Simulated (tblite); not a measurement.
# C6H7FGe: the cost of one run

Programs: tblite 0.8.0 and PySCF 2.14.0, with density-fitted response routines of our own. Each step states its level of theory. These are calculated values for one molecule in the gas phase, unless marked as measured. Atoms are numbered from 0 throughout.

## 1. The starting structure

15 atoms, charge 0, multiplicity 1; geometry from: force field or distance geometry start.

Bonds of the start (Å): C0–C1 1.22, C1–C2 1.46, C2–Ge3 1.97, Ge3–C4 1.99, C4–C5 1.48, C5–C6 1.28, C6–F7 1.42, C6–C2 1.47, C0–H8 1.07, C2–H9 1.12, Ge3–H10 1.54, Ge3–H11 1.52, C4–H12 1.12, C4–H13 1.09, C5–H14 1.12.

## 2. Relaxing the molecule with GFN2-xTB

Job settings and geometry (Å):

```
{"job": {"kind": "relax", "xc": "GFN2-xTB", "basis": "xTB"}, "charge": 0, "multiplicity": 1}
C      2.768100     1.600200    -0.381200
C      1.749500     1.043000    -0.017000
C      0.544500     0.359800     0.441200
Ge    -1.022100     0.969600    -0.583000
C     -1.820600    -0.840100    -0.392000
C     -0.567300    -1.617500    -0.352400
C      0.511900    -1.047700     0.032700
F      1.733400    -1.769600     0.095700
H      3.665300     2.089000    -0.703100
H      0.370500     0.496500     1.537500
H     -0.681000     1.252500    -2.054800
H     -1.842500     2.039000     0.119200
H     -2.329600    -0.796300     0.610000
H     -2.486200    -1.077700    -1.222500
H     -0.598200    -2.692600    -0.657800
```

The run is started by

```console
$ OMP_NUM_THREADS=1 python probes_run.py task.json out
```

This one command runs all jobs of the session in turn.

**Question.** How long does this first job take on 1 thread of Arm Neoverse N1, shared host, and how much memory does it need?

About 1.1 s, with a peak of 0.18 GiB.
